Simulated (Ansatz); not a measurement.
# One shape, several levels: triplet C2H4O2Si

Wanted: a comparison of 3 runs (UHF/cc-pVDZ, U-r2SCAN/cc-pVDZ, UBLYP/cc-pVDZ) of triplet C2H4O2Si. 

The calculation is run with Ansatz 0.2.0.

56 further runs of the same task are left out: 56 set aside as unsound or not needed. Runs told in other sessions of the task aren't counted.

### 1 The structure to begin with

C2H4O2Si: 9 atoms, total charge 0, spin state triplet. As SMILES of the parent species, `C=C1O[SiH2]O1`. The shape is that of a PBE0-D4/def2-TZVP optimisation. That shape belongs to the parent species and isn't relaxed for this state.

Bond lengths: C1–C2 1.319 Å, C2–O3 1.381 Å, O3–Si4 1.676 Å, C2–O5 1.381 Å, Si4–O5 1.676 Å, C1–H6 1.079 Å, C1–H7 1.079 Å, Si4–H8 1.478 Å, Si4–H9 1.478 Å. Some angles: C1–C2–O3 128.1°, C1–C2–O5 128.1°, O3–C2–O5 103.9°, C2–O3–Si4 87.6°, O3–Si4–O5 80.9°, C2–O5–Si4 87.6°, C2–C1–H6 119.7°, C2–C1–H7 119.7°, O3–Si4–H8 115.3°, O3–Si4–H9 115.3°.

### 2 The energy at UHF/cc-pVDZ (run 1)

input.yaml reads:

```yaml
crystal:
  periodic: [false, false, false]
  atoms:
    - symbol: C
      position_ang: [0.527300, 1.358500, -1.129600]
    - symbol: C
      position_ang: [0.157300, 0.383100, -0.322900]
    - symbol: O
      position_ang: [-0.585200, 0.473600, 0.838200]
    - symbol: Si
      position_ang: [-0.440000, -1.190500, 0.978300]
    - symbol: O
      position_ang: [0.421700, -0.967300, -0.442100]
    - symbol: H
      position_ang: [0.243100, 2.374800, -0.904500]
    - symbol: H
      position_ang: [1.111300, 1.132600, -2.008400]
    - symbol: H
      position_ang: [-1.701100, -1.949600, 0.840800]
    - symbol: H
      position_ang: [0.354100, -1.661500, 2.132900]
basis:
  gaussian:
    orbitals: cc-pVDZ
total_charge: 0
magnetization:
  spin_polarized: true
  initial_magnetization: 2
hamiltonian:
  xc: hf
accuracy: high
output: {orbitals: {seedname: orbitals}}
```

Command:

```
ansatz run input.yaml --threads 1 --pin off --max-ram 3480MiB --events-out events.jsonl --progress --plain --runs-dir runs
```

What it wrote:

```text
Warning: RAYON_NUM_THREADS=1 ignored (pool sized by the plan → 1); use --threads N
Functional definition: HF
  name "HF"
  exchange = exact_x
  correlation = 0
2196 factors; integrals over basis functions are off by at most 3.5e-9 eV
mean field evaluation 1: about -14052.1989 eV, gradient 2.7e1 eV
mean field evaluation 2: about -14052.3571 eV, gradient 2.7e1 eV
mean field evaluation 4: about -14055.9637 eV, gradient 3.6e0 eV
mean field evaluation 8: about -14056.1209 eV, gradient 2.4e-1 eV
mean field evaluation 16: about -14056.1226 eV, gradient 2.8e-8 eV
mean field evaluation 32: about -14057.3355 eV, gradient 1.0e-5 eV
mean field evaluation 64: about -14051.5303 eV, gradient 1.2e0 eV
mean field -14057.33554007 eV, -516.5975526932 hartree, gradient 2.9e-8 eV, S^2 2.020894; 1 other end points of the search recorded, 0 dependent functions left out
reference -14057.33554007 eV, -516.5975526932 hartree; 24, 22 occupied and 70, 72 virtual orbitals, 2196 factors
Total energy: -14057.33554007 eV, -516.5975526932 hartree
```

Run time: 9.3 s. Hardware: 1 thread of Arm Neoverse V1, shared host; peak memory 0.49 GiB.

### 3 The energy at U-r2SCAN/cc-pVDZ (run 2)

input.yaml reads:

```yaml
crystal:
  periodic: [false, false, false]
  atoms:
    - {symbol: C, position_ang: [0.527300, 1.358500, -1.129600]}
    - {symbol: C, position_ang: [0.157300, 0.383100, -0.322900]}
    - {symbol: O, position_ang: [-0.585200, 0.473600, 0.838200]}
    - {symbol: Si, position_ang: [-0.440000, -1.190500, 0.978300]}
    - {symbol: O, position_ang: [0.421700, -0.967300, -0.442100]}
    - {symbol: H, position_ang: [0.243100, 2.374800, -0.904500]}
    - {symbol: H, position_ang: [1.111300, 1.132600, -2.008400]}
    - {symbol: H, position_ang: [-1.701100, -1.949600, 0.840800]}
    - {symbol: H, position_ang: [0.354100, -1.661500, 2.132900]}
basis:
  gaussian: {orbitals: cc-pVDZ}
hamiltonian: {xc: r2scan}
magnetization: {spin_polarized: true, initial_magnetization: 2}
output: {orbitals: {seedname: orbitals}}
accuracy: high
```

Command:

```
ansatz run input.yaml --threads 1 --pin off --max-ram 3480MiB --events-out events.jsonl --progress --plain --runs-dir runs
```

What it wrote:

```text
Warning: RAYON_NUM_THREADS=1 ignored (pool sized by the plan → 1); use --threads N
Functional definition: r2SCAN
  name "r2SCAN"
  parameter k0 = 0.174
  parameter k1 = 0.065
  parameter a1 = 4.9479
  exchange = r2scan_x(k0 = k0, k1 = k1, a1 = a1)
  correlation = r2scan_c
2196 factors; integrals over basis functions are off by at most 3.5e-9 eV
mean field evaluation 1: about -14094.7100 eV, gradient 4.1e1 eV
mean field evaluation 2: about -14076.0952 eV, gradient 7.3e1 eV
mean field evaluation 4: about -14099.7271 eV, gradient 2.1e1 eV
mean field evaluation 8: about -14101.2408 eV, gradient 1.4e1 eV
mean field evaluation 16: about -14102.6477 eV, gradient 3.4e-1 eV
mean field evaluation 32: about -14102.6028 eV, gradient 2.9e-1 eV
mean field -14102.64865605 eV, -518.2627789912 hartree, gradient 4.5e-8 eV, S^2 2.008714; 3 other end points of the search recorded, 0 dependent functions left out
reference -14102.64865825 eV, -518.2627790722 hartree; 24, 22 occupied and 70, 72 virtual orbitals, 2196 factors
Total energy: -14102.64865825 eV, -518.2627790722 hartree
```

Wall time 74 s (1 thread of Arm Neoverse V1, shared host); peak memory 0.48 GiB.

### 4 The energy at UBLYP/cc-pVDZ (run 3)

Changes to input.yaml since step 3:

```diff
@@ -14,5 +14,6 @@
   gaussian: {orbitals: cc-pVDZ}
-hamiltonian: {xc: r2scan}
+total_charge: 0
 magnetization: {spin_polarized: true, initial_magnetization: 2}
+hamiltonian: {xc: {name: BLYP}}
+accuracy: high
 output: {orbitals: {seedname: orbitals}}
-accuracy: high
```

Command:

```
ansatz run input.yaml --threads 1 --pin off --max-ram 3480MiB --events-out events.jsonl --progress --plain --runs-dir runs
```

What it wrote:

```text
Warning: RAYON_NUM_THREADS=1 ignored (pool sized by the plan → 1); use --threads N
Functional definition: BLYP
  name "BLYP"
  parameter beta = 0.0042
  parameter a = 0.04918
  parameter b = 0.132
  parameter c = 0.2533
  parameter d = 0.349
  exchange = b88_x(beta = beta)
  correlation = lyp_c(a = a, b = b, c = c, d = d)
2196 factors; integrals over basis functions are off by at most 3.5e-9 eV
mean field evaluation 1: about -14094.0963 eV, gradient 4.7e1 eV
mean field evaluation 2: about -14033.1597 eV, gradient 1.1e2 eV
mean field evaluation 4: about -14100.5288 eV, gradient 2.6e1 eV
mean field evaluation 8: about -14103.3983 eV, gradient 1.2e1 eV
mean field evaluation 16: about -14104.5890 eV, gradient 3.7e0 eV
mean field evaluation 32: about -14104.1849 eV, gradient 7.7e0 eV
mean field -14104.68551722 eV, -518.3376322588 hartree, gradient 5.0e-8 eV, S^2 2.003019; 6 other end points of the search recorded, 0 dependent functions left out
reference -14104.68557619 eV, -518.3376344256 hartree; 24, 22 occupied and 70, 72 virtual orbitals, 2196 factors
Total energy: -14104.68557619 eV, -518.3376344256 hartree
```

Wall time 31 s (1 thread of Arm Neoverse V1, shared host); peak memory 0.35 GiB.

### 5 Overview of the runs

```csv
run,level,energy (Eh),HOMO energy (eV),⟨S²⟩,wall time
1,UHF/cc-pVDZ,-516.597553,-5.34,2.021,9.3 s
2,U-r2SCAN/cc-pVDZ,-518.262779,-1.50,2.009,74 s
3,UBLYP/cc-pVDZ,-518.337634,-1.10,2.003,31 s
```

### 6 Summary of results

```
                                 quantity          value
                      run 3: total energy  -518.33763 Eh
run 3: HOMO energy (highest over α and β)       -1.10 eV
                              run 3: ⟨S²⟩          2.003
```

In words: Totals of different functionals can't be ranked against each other. All runs together took 1.9 min, the longest 74 s.
